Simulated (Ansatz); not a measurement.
C3H5BS, SMILES C#CBSC, a single point in a Gaussian basis

Program: Ansatz's Python interface.

The cells in order, each with its output:

**Cell 1**
```python
import ansatz
import numpy as np
import pandas as pd
```

**Cell 2**
```python
geometry = (
    ansatz.Crystal.molecule()
    .atom('C', (-0.8371, -2.4147, 1.0909))
    .atom('C', (-0.0658, -1.5909, 0.6744))
    .atom('B', (0.9517, -0.5904, 0.1469))
    .atom('S', (0.8049, 0.2811, -1.5012))
    .atom('C', (-0.1551, 1.679, -0.7947))
    .atom('H', (-1.609, -3.0404, 1.4322))
    .atom('H', (1.9745, -0.3604, 0.8083))
    .atom('H', (-1.0464, 1.3595, -0.2796))
    .atom('H', (0.4963, 2.2354, -0.0082))
    .atom('H', (-0.4309, 2.3907, -1.5659))
)
```

**Cell 3**
```python
base = (
    geometry.calculation()
    .basis(gaussian='cc-pVDZ')
    .functional('REVPBE0')
    .forces()
)
res = base.run(threads=1)
report = res.report

report['reference_energy_ev']
```
Output:
```text
-14699.024294246414
```

**Cell 4**
```python
report['converged'], report['free_energy_ev']
```
Output:
```text
(True, -14699.024294246414)
```

**Cell 5**
```python
{key: value for key, value in report.items() if isinstance(value, (int, float)) and 'ev' in key}
```
Output:
```text
{'free_energy_ev': -14699.024294246414, 'reference_energy_ev': -14699.024294246414}
```

**Cell 6**
```python
print('reference energy %16.6f eV' % report['reference_energy_ev'])
print('total energy     %16.6f eV' % report['free_energy_ev'])
print('occupied orbitals outside the frozen core (up, down):', report['n_occupied'], ' frozen:', report['n_frozen'], ' virtual:', report['n_virtual'])

state = report['mean_field']['state']
print(f'mean field: {state["energy"]["hartree"]:.7f} Ha, <S^2> = {abs(state["spin_squared"]):.4f}, stability: {state.get("stability", {}).get("kind")}')
```
Output:
```text
reference energy    -14699.024294 eV
total energy        -14699.024294 eV
occupied orbitals outside the frozen core (up, down): [22, 22]  frozen: 0  virtual: [77, 77]
mean field: -540.1791795 Ha, <S^2> = 0.0000, stability: minimum
```

**Cell 7**
```python
symbols = [site.symbol for site in geometry.cartesian_sites]
forces = np.array(report['forces_ev_ang'])
print('largest force', round(float(np.linalg.norm(forces, axis=1).max()), 4), 'eV/A, rms', round(float(np.sqrt((forces ** 2).mean())), 4))
```
Output:
```text
largest force 2.5543 eV/A, rms 0.8171
```

**Cell 8**
```python
charges = report['charge_distribution']
table = pd.DataFrame({'atom': symbols, 'mulliken': charges['mulliken_charges_e'], 'lowdin': charges['lowdin_charges_e']})
print(table.round(3).to_string())
print('dipole (e A):', np.round(charges['dipole_moment_e_ang'], 4) + 0.0)
```
Output:
```text
  atom  mulliken  lowdin
0    C    -0.161   0.047
1    C     0.134   0.003
2    B     0.098  -0.388
3    S    -0.131   0.389
4    C    -0.197  -0.102
5    H     0.009   0.020
6    H     0.003  -0.002
7    H     0.080  -0.002
8    H     0.086   0.030
9    H     0.080   0.004
dipole (e A): [-0.3272  0.0309  0.2763]
```

Caveats:
- Total energies depend on the basis set; only differences at equal settings carry meaning.
- The geometry is a force-field or estimated start, not a minimum of this method, and the basis set is short of its limit.
- The Löwdin charges here are taken after orthogonalising the functions within each atom; they differ from plain Löwdin charges, and their signs can be unphysical.
- The whole script took 5.7 s on 1 thread of Arm Neoverse V1, with other jobs on the host, peak memory 0.29 GiB.
